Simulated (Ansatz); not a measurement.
# MgGe2 (Cmmm) in Ansatz: convergence with k mesh

Aim: find how far k mesh must go before the results for MgGe2 settle, at PBEsol. This setting moves, with any that are tied to it; all else stays.

All numbers are computed with Ansatz 0.2.0; they aren't measurements. Logs are shortened: lines on timing, memory, paths and dates and some standing lists are left out, and cuts for length are marked.

### 1 The structure

It takes space group Cmmm (No. 65, orthorhombic). Conventional cell: a = 5.850 Å, b = 6.122 Å, c = 4.096 Å, α = 90.00°, β = 90.00°, γ = 90.00°. Around Mg (site symmetry mmm) lie 2 Ge at 2.05 Å. Around Ge (site symmetry mmm) lie 2 Mg at 2.05 Å. Around Ge (site symmetry mmm) lie 4 Ge at 2.93 to 3.06 Å.

The cell was built by a generator and needn't be a form met in nature.

### 2 With k mesh 2 × 2 × 2

Contents of input.yaml:

```yaml
crystal:
  lattice:
    - [2.92506189, -3.06088458, 0.0]
    - [2.92506189, 3.06088458, 0.0]
    - [0.0, 0.0, 4.0956695]
  atoms:
    - { symbol: Mg, position: [0.5, 0.5, 0.5] }
    - { symbol: Ge, position: [0.5, 0.5, 0.0] }
    - { symbol: Ge, position: [0.0, 0.0, 0.0] }
hamiltonian:
  xc: pbesol
  pseudopotentials: { kind: paw_fr }
magnetization:
  noncollinear: true
  spin_orbit: true
kpoints:
  mp_grid: { grid: [2, 2, 2] }
scf:
  occupations: { method: fermi_dirac, width: 0.1 }
output:
  forces: true
  stress: true
  eigenvalues: true
```

Potentials or basis: Ansatz PAW.

The run is started by

```console
$ ansatz run input.yaml --threads 2 --pin off --max-ram 5632MiB --backend cpu --events-out ev --progress --plain --runs-dir out
```

Wall time 2.6 s (2 threads of Arm Neoverse V1, shared host); peak memory 0.44 GiB.

What came out:

```
Free energy            : -10414.0063 eV
Pressure               : 15.7 GPa
Band gap on the k mesh : none (metal or under the smearing width)
```

### 3 With k mesh 3 × 3 × 3

Changes to input.yaml since step 2:

```diff
@@ -16,3 +16,3 @@
 kpoints:
-  mp_grid: { grid: [2, 2, 2] }
+  mp_grid: { grid: [3, 3, 3] }
 scf:
```

Potentials or basis: Ansatz PAW.

The run is started by

```console
$ ansatz run input.yaml --threads 2 --pin off --max-ram 5632MiB --backend cpu --events-out ev --progress --plain --runs-dir out
```

Run time: 3 s. Hardware: 2 threads of Arm Neoverse V1, shared host; peak memory 0.45 GiB.

What came out:

| Quantity | Value |
| --- | --- |
| Free energy | -10414.9863 eV |
| Pressure | 13.4 GPa |
| Band gap on the k mesh | none (metal or under the smearing width) |

### 4 With k mesh 4 × 4 × 4

Changes to input.yaml since step 3:

```diff
@@ -16,3 +16,3 @@
 kpoints:
-  mp_grid: { grid: [3, 3, 3] }
+  mp_grid: { grid: [4, 4, 4] }
 scf:
```

The run is started by

```console
$ ansatz run input.yaml --threads 2 --pin off --max-ram 5632MiB --backend cpu --events-out ev --progress --plain --runs-dir out
```

Run time: 7.1 s. Hardware: 2 threads of Arm Neoverse V1, shared host; peak memory 0.5 GiB.

What came out:

* Free energy: -10415.2262 eV
* Pressure: 13.2 GPa
* Band gap on the k mesh: none (metal or under the smearing width)

### 5 With k mesh 5 × 5 × 5

Changes to input.yaml since step 4:

```diff
@@ -16,3 +16,3 @@
 kpoints:
-  mp_grid: { grid: [4, 4, 4] }
+  mp_grid: { grid: [5, 5, 5] }
 scf:
```

The run is started by

```console
$ ansatz run input.yaml --threads 2 --pin off --max-ram 5632MiB --backend cpu --events-out ev --progress --plain --runs-dir out
```

It took 8.8 s on 2 threads of Arm Neoverse V1, shared host; peak memory 0.52 GiB.

Results:

```yaml
Free_energy: -10415.2923 eV
Pressure: 13.1 GPa
Band_gap_on_the_k_mesh: none (metal or under the smearing width)
```

### 6 With k mesh 6 × 6 × 6

Changes to input.yaml since step 5:

```diff
@@ -16,3 +16,3 @@
 kpoints:
-  mp_grid: { grid: [5, 5, 5] }
+  mp_grid: { grid: [6, 6, 6] }
 scf:
```

Potentials or basis: Ansatz PAW.

The run is started by

```console
$ ansatz run input.yaml --threads 2 --pin off --max-ram 5632MiB --backend cpu --events-out ev --progress --plain --runs-dir out
```

It took 16 s on 2 threads of Arm Neoverse V1, shared host; peak memory 0.61 GiB.

Results (log left out):

- Free energy: -10415.3030 eV
- Pressure: 12.9 GPa
- Band gap on the k mesh: none (metal or under the smearing width)

### 7 With k mesh 7 × 7 × 7

Changes to input.yaml since step 6:

```diff
@@ -16,3 +16,3 @@
 kpoints:
-  mp_grid: { grid: [6, 6, 6] }
+  mp_grid: { grid: [7, 7, 7] }
 scf:
```

The run is started by

```console
$ ansatz run input.yaml --threads 2 --pin off --max-ram 5632MiB --backend cpu --events-out ev --progress --plain --runs-dir out
```

Run time: 19 s. Hardware: 2 threads of Arm Neoverse V1, shared host; peak memory 0.64 GiB.

Results (log left out):

* Free energy: -10415.3005 eV
* Pressure: 13.0 GPa
* Band gap on the k mesh: none (metal or under the smearing width)

### 8 With k mesh 9 × 9 × 9

Changes to input.yaml since step 7:

```diff
@@ -16,3 +16,3 @@
 kpoints:
-  mp_grid: { grid: [7, 7, 7] }
+  mp_grid: { grid: [9, 9, 9] }
 scf:
```

The run is started by

```console
$ ansatz run input.yaml --threads 2 --pin off --max-ram 5632MiB --backend cpu --events-out ev --progress --plain --runs-dir out
```

It took 37 s on 2 threads of Arm Neoverse V1, shared host; peak memory 0.85 GiB.

It converged, with:

```yaml
Free_energy: -10415.3001 eV
Pressure: 13.0 GPa
Band_gap_on_the_k_mesh: none (metal or under the smearing width)
```

### 9 With k mesh 10 × 10 × 11

Changes to input.yaml since step 8:

```diff
@@ -16,3 +16,3 @@
 kpoints:
-  mp_grid: { grid: [9, 9, 9] }
+  mp_grid: { grid: [10, 10, 11] }
 scf:
```

Potentials or basis: Ansatz PAW.

The run is started by

```console
$ ansatz run input.yaml --threads 2 --pin off --max-ram 5632MiB --backend cpu --events-out ev --progress --plain --runs-dir out
```

What it wrote:

```text
Warning: RAYON_NUM_THREADS=2 ignored (pool sized by the plan → 2); use --threads N
Engine: ansatz 0.2.0, aarch64-unknown-linux-gnu
Pseudopotentials: kind: paw_fr
Pseudopotential: Mg, paw_fr, valence charge 10, recommended cutoff 420 eV (normal), Mg.paw.azcp#standard-fr
Pseudopotential: Ge, paw_fr, valence charge 14, recommended cutoff 420 eV (normal), Ge.paw.azcp#standard-fr
Functional definition: PBEsol
  exchange = pbesol_x
  correlation = pbesol_c
non-collinear run that drives no moment, with spin-orbit: no starting moment large enough to seed its density (crystal.atoms[].spin), no starting occupations that ask for one, no magnetisation constraint and no magnetic field, so the semilocal B_xc is pinned to zero
Crystal: 3 atoms, lattice volume = 73.339 Å³
Basis set: ecut = 420 eV, 1411 PW (Γ), exchange–correlation on 60×60×60 points (8 copies of the dense FFT grid, shifted against one another)
Bands: 46, of which v1, the nominal top of the filled ones, is band 38 counted from 1 (37 counted from 0)
Symmetry: 8 space group operations + 8 with time reversal
Magnetic group: BNS 65.482 (UNI 580), of the structure as read, at distance tolerance 4.2e-5 Å
k-points: 186 of 1100
Projection manifold: j_resolved (fully-relativistic pseudo-atomic orbitals)
Non-local potential: Mg, projectors of the file, l = 0: 3, l = 1: 4, l = 2: 2
Non-local potential: Ge, projectors of the file, l = 0: 2, l = 1: 4, l = 2: 6, l = 3: 2
PAW form: soft (Blöchl's): semilocal exchange-correlation on the pseudo side does not see the compensation charge
PAW frozen core: Mg, regenerated for the run's functional, and the local potential with it (the file was generated under x = pbe(κ = 0.804, μ = 0.2195149727645171), c = pbe(β = 0.06672455060314922))
PAW frozen core: Ge, regenerated for the run's functional, and the local potential with it (the file was generated under x = pbe(κ = 0.804, μ = 0.2195149727645171), c = pbe(β = 0.06672455060314922))
PAW one-centre angular grid: Mg, 110 points (default); XC on 96 Gauss nodes
PAW one-centre angular grid: Ge, 590 points (default); XC on 64 Gauss nodes
Initial density: superposition of atomic densities (chi_scale 0.1, normalization cell, long waves kept (reshape's long-wave potential 0.00 eV rms))
Initial wavefunctions: pseudopotential atomic-orbital guess
Functional: x = pbesol(κ = 0.804, μ = 0.12345679012345678), c = pbesol(β = 0.046)
SCF iter   1: F=—  HF=-10416.138055 eV  |F-HF|=—  |Δ(HF+E_count)|=         —  Δρ=4.39e-2  dr2=2.92e0  dr2_m=0.00e0 (ungated)  ethr=3.10e-3  |M|=0.00e0 ∫|m|=0.00e0 μB  |m|>n=0.0e0 m-floor=0.0e0 τ_xc=0.0e0  β_m=0.30  ⟨swp⟩=7.5  Hψ=19661  notcnv=0  defer=6
preconditioner: auto → Kerker (q_TF=auto, 2.445 Å⁻¹)  [metal: Δε(μ)=0.011 eV  Ē_g=7.485 eV  σ=0.100 eV  W_gap=0.03  n_scr=18 (ndim 8)  ℏωp=13.7 eV  f_vac=0.000  D(μ)=1.47/eV (n_scr^D=6)]
spin=Noncollinear: Kerker preconditioning applied to the charge; magnetization (m_x, m_y, m_z) channels mix plain (no charge-response kernel on spin).
SCF iter   2: F=—  HF=-10415.766976 eV  |F-HF|=—  |Δ(HF+E_count)|=   3.71e-1  Δρ=3.27e-2  dr2=1.68e0  dr2_m=0.00e0 (ungated)  ethr=3.10e-3  |M|=0.00e0 ∫|m|=0.00e0 μB  |m|>n=0.0e0 m-floor=0.0e0 τ_xc=0.0e0  β_m=0.65  ⟨swp⟩=2.0  Hψ=5568  notcnv=0  defer=170
SCF iter   3: F=—  HF=-10415.310299 eV  |F-HF|=—  |Δ(HF+E_count)|=   4.57e-1  Δρ=6.26e-3  dr2=2.72e-2  dr2_m=0.00e0 (ungated)  ethr=3.10e-3  |M|=0.00e0 ∫|m|=0.00e0 μB  |m|>n=0.0e0 m-floor=0.0e0 τ_xc=0.0e0  β_m=0.61  ⟨swp⟩=3.2  Hψ=6260  notcnv=0  defer=174
SCF iter   4: F=—  HF=-10415.300600 eV  |F-HF|=—  |Δ(HF+E_count)|=   9.70e-3  Δρ=3.19e-3  dr2=9.58e-3  dr2_m=0.00e0 (ungated)  ethr=7.15e-5  |M|=0.00e0 ∫|m|=0.00e0 μB  |m|>n=0.0e0 m-floor=0.0e0 τ_xc=0.0e0  β_m=0.78  ⟨swp⟩=2.1  Hψ=8206  notcnv=0  defer=156
SCF iter   5: F=—  HF=-10415.300421 eV  |F-HF|=—  |Δ(HF+E_count)|=   1.79e-4  Δρ=1.24e-3  dr2=2.38e-3  dr2_m=0.00e0 (ungated)  ethr=2.52e-5  |M|=0.00e0 ∫|m|=0.00e0 μB  |m|>n=0.0e0 m-floor=0.0e0 τ_xc=0.0e0  β_m=0.89  ⟨swp⟩=2.0  Hψ=5098  notcnv=0  defer=156
SCF iter   6: F=—  HF=-10415.300185 eV  |F-HF|=—  |Δ(HF+E_count)|=   2.36e-4  Δρ=3.47e-4  dr2=1.86e-4  dr2_m=0.00e0 (ungated)  ethr=6.27e-6  |M|=0.00e0 ∫|m|=0.00e0 μB  |m|>n=0.0e0 m-floor=0.0e0 τ_xc=0.0e0  β_m=0.94  ⟨swp⟩=2.3  Hψ=5761  notcnv=0  defer=156
SCF iter   7: F=—  HF=-10415.300194 eV  |F-HF|=—  |Δ(HF+E_count)|=   9.28e-6  Δρ=1.19e-4  dr2=1.91e-5  dr2_m=0.00e0 (ungated)  ethr=4.90e-7  |M|=0.00e0 ∫|m|=0.00e0 μB  |m|>n=0.0e0 m-floor=0.0e0 τ_xc=0.0e0  β_m=0.97  ⟨swp⟩=2.5  Hψ=7369  notcnv=0  defer=156
SCF iter   8: F=—  HF=-10415.300190 eV  |F-HF|=—  |Δ(HF+E_count)|=   3.50e-6  Δρ=2.55e-5  dr2=7.27e-7  dr2_m=0.00e0 (ungated)  ethr=5.03e-8  |M|=0.00e0 ∫|m|=0.00e0 μB  |m|>n=0.0e0 m-floor=0.0e0 τ_xc=0.0e0  β_m=0.99  ⟨swp⟩=2.0  Hψ=5137  notcnv=0  defer=156
SCF iter   9: F=—  HF=-10415.300190 eV  |F-HF|=—  |Δ(HF+E_count)|=   9.64e-8  Δρ=8.63e-6  dr2=1.01e-7  dr2_m=0.00e0 (ungated)  ethr=2.63e-10  |M|=0.00e0 ∫|m|=0.00e0 μB  |m|>n=0.0e0 m-floor=0.0e0 τ_xc=0.0e0  β_m=0.95  ⟨swp⟩=8.2  Hψ=19059  notcnv=0
SCF iter  10: F=-10415.300190 eV  HF=-10415.300190 eV  |F-HF|=3.77e-8  |Δ(HF+E_count)|=   3.10e-8  Δρ=4.66e-6  dr2=1.76e-8  dr2_m=0.00e0 (ungated)  ethr=2.63e-10  |M|=0.00e0 ∫|m|=0.00e0 μB  |m|>n=0.0e0 m-floor=0.0e0 τ_xc=0.0e0  ⟨swp⟩=4.1  Hψ=14187  notcnv=0
SCF 1 converged in 10 iterations: F = -10415.300190 eV  dr2 = 1.76e-8
SCF converged after 10 iterations
Magnetization: |M| = 0.0000 μB,  M = (+0.0000, +0.0000, +0.0000) μB
Absolute magnetization: 0.0000 μB (∫|m|)
  site 0: m = (+0.0000, +0.0000, +0.0000) μB, |m| = 0.0000 μB  (R = 0.84 Å)
  site 1: m = (+0.0000, +0.0000, +0.0000) μB, |m| = 0.0000 μB  (R = 0.84 Å)
  site 2: m = (+0.0000, +0.0000, +0.0000) μB, |m| = 0.0000 μB  (R = 1.21 Å)
Free energy (F): -10415.300190 eV
Harris-Foulkes:  -10415.300190 eV  (|F-HF|=3.77e-8)
Internal energy: -10415.254296 eV  (E = F + TS)
E sigma→0 (E₀):  -10415.277243 eV
Entropy (-TS):   -0.045894 eV (-15.298 meV/atom)
Fermi energy:    6.178818 eV
--- Per-component energies (eV) ---
  E_band       = -699.095842
  E_kinetic    = 298.774021
  E_local      = -6926.132172  (includes V_loc(G=0)·N_el)
  E_nonlocal   = 932.242048
  E_hartree    = 2900.119179
  E_xc         = -178.891710
  E_vxc        = -166.700278  (∫ρ·V_xc dr)
  E_paw        = -4231.451305  (= ΣΔE_a)
  E_vpaw       = -637.516144  (= ΣTr[D̂ρ^β])
  E_aug_tail   = 0.000618  (compensation charges beyond the density's cutoff)
  E_ewald      = -3211.816185
  E_core_change = 1.901209  (= ΣΔE_core)
  E_smearing   = -0.045894  (= −TS)
  E_closure    = 0.000000  (closes the sum)
  Σ components = -10415.300190   (vs F -10415.300190, Δ=0.00e0)
--- Forces (eV/Å), atoms counted from 1 ---
  atom   1  Mg     0.00000000     0.00000000     0.00000000
  atom   2  Ge    -0.00000000     0.00000000     0.00000000
  atom   3  Ge     0.00000000     0.00000000     0.00000000
  max |Σ_I F_I| component: 6.31e-30 eV/Å
--- Stress (GPa, compression-positive) ---
       -9.779521       0.000000       0.000000
        0.000000     -10.268426       0.000000
        0.000000       0.000000      59.024435
  P = ⅓ Tr σ = 12.9922 GPa (129.922 kbar)
--- Band table (eV; the first three rows and the last of 186) ---
  k-point 0: bands = ["-69.0397", "-69.0397", "-36.2068", "-36.2068", "-35.9325", "-35.9325", "-35.8493", "-35.8493", "-18.7555", "-18.7555", "-18.7385", "-18.7385", "-18.3924", "-18.3924", "-18.2961", "-18.2961", "-18.1716", "-18.1716", "-18.1605", "-18.1605", "-18.1372", "-18.1372", "-17.8221", "-17.8221", "-17.7391", "-17.7391", "-17.6780", "-17.6780", "-4.3587", "-4.3587", "0.9453", "0.9453", "4.2423", "4.2423", "4.7763", "4.7763", "4.8117", "4.8117", "7.9970", "7.9970", "9.4243", "9.4243", "9.4347", "9.4347", "10.7304", "10.7304"]
  k-point 1: bands = ["-69.0397", "-69.0397", "-36.2077", "-36.2077", "-35.9330", "-35.9330", "-35.8493", "-35.8493", "-18.7555", "-18.7555", "-18.7386", "-18.7386", "-18.3904", "-18.3904", "-18.2960", "-18.2960", "-18.1714", "-18.1714", "-18.1605", "-18.1605", "-18.1372", "-18.1372", "-17.8201", "-17.8201", "-17.7389", "-17.7389", "-17.6780", "-17.6780", "-4.3145", "-4.3145", "0.9799", "0.9799", "4.2718", "4.2718", "4.3329", "4.3329", "4.8311", "4.8311", "8.4383", "8.4383", "9.3807", "9.3807", "9.5036", "9.5036", "10.7556", "10.7556"]
  k-point 2: bands = ["-69.0395", "-69.0395", "-36.2099", "-36.2099", "-35.9345", "-35.9345", "-35.8494", "-35.8494", "-18.7553", "-18.7553", "-18.7386", "-18.7386", "-18.3854", "-18.3854", "-18.2958", "-18.2958", "-18.1711", "-18.1711", "-18.1606", "-18.1606", "-18.1372", "-18.1372", "-17.8147", "-17.8147", "-17.7383", "-17.7383", "-17.6780", "-17.6780", "-4.1894", "-4.1894", "1.0765", "1.0765", "3.4287", "3.4287", "4.3783", "4.3783", "4.9369", "4.9369", "8.4611", "8.4611", "9.7090", "9.7090", "10.1424", "10.1424", "10.8272", "10.8272"]
  k-point 185: bands = ["-69.0390", "-69.0390", "-36.2173", "-36.2173", "-35.9393", "-35.9393", "-35.8502", "-35.8502", "-18.7548", "-18.7548", "-18.7370", "-18.7370", "-18.3701", "-18.3701", "-18.2865", "-18.2865", "-18.1679", "-18.1679", "-18.1588", "-18.1588", "-18.1460", "-18.1460", "-17.7954", "-17.7954", "-17.7383", "-17.7383", "-17.6796", "-17.6796", "-1.6559", "-1.6559", "-0.6667", "-0.6667", "2.8996", "2.8996", "2.9877", "2.9877", "3.4724", "3.4724", "5.4960", "5.4960", "7.3879", "7.3879", "7.5688", "7.5688", "13.0365", "13.0365"]
```

Run time: 58 s. Hardware: 2 threads of Arm Neoverse V1, shared host; peak memory 1.1 GiB.

What came out:

```yaml
Free_energy: -10415.3002 eV
Pressure: 13.0 GPa
Band_gap_on_the_k_mesh: none (metal or under the smearing width)
```

### 10 The series at a glance

| k mesh | energy less the tightest run, at zero smearing (meV/atom) | pressure (GPa) | SCF cycles | CPU time (s) | peak memory (GiB) |
| --- | --- | --- | --- | --- | --- |
| 2 × 2 × 2 | 441.80 | 15.66 | 11 | 4.9 | 0.44 |
| 3 × 3 × 3 | 116.52 | 13.42 | 9 | 5.6 | 0.45 |
| 4 × 4 × 4 | 24.84 | 13.22 | 10 | 14 | 0.5 |
| 5 × 5 × 5 | 2.74 | 13.12 | 10 | 17 | 0.52 |
| 6 × 6 × 6 | -1.96 | 12.93 | 10 | 31 | 0.61 |
| 7 × 7 × 7 | -0.09 | 12.96 | 10 | 38 | 0.64 |
| 9 × 9 × 9 | -0.32 | 12.96 | 10 | 73 | 0.85 |
| 10 × 10 × 11 | 0.00 | 12.99 | 10 | 110 | 1.1 |

Against the tightest run, the energy stays within 1 meV/atom from 7 × 7 × 7 on; the pressure stays within 0.1 GPa from 6 × 6 × 6 on. Meshes of other sizes hit other points, so gaps and Fermi surfaces needn't settle smoothly. The tightest run that finished is the yardstick and may itself not be fully converged.

Caveats: the PAW data sets come from PBE, with cores solved anew for the run's functional, which leaves a small shift of forces and pressure.
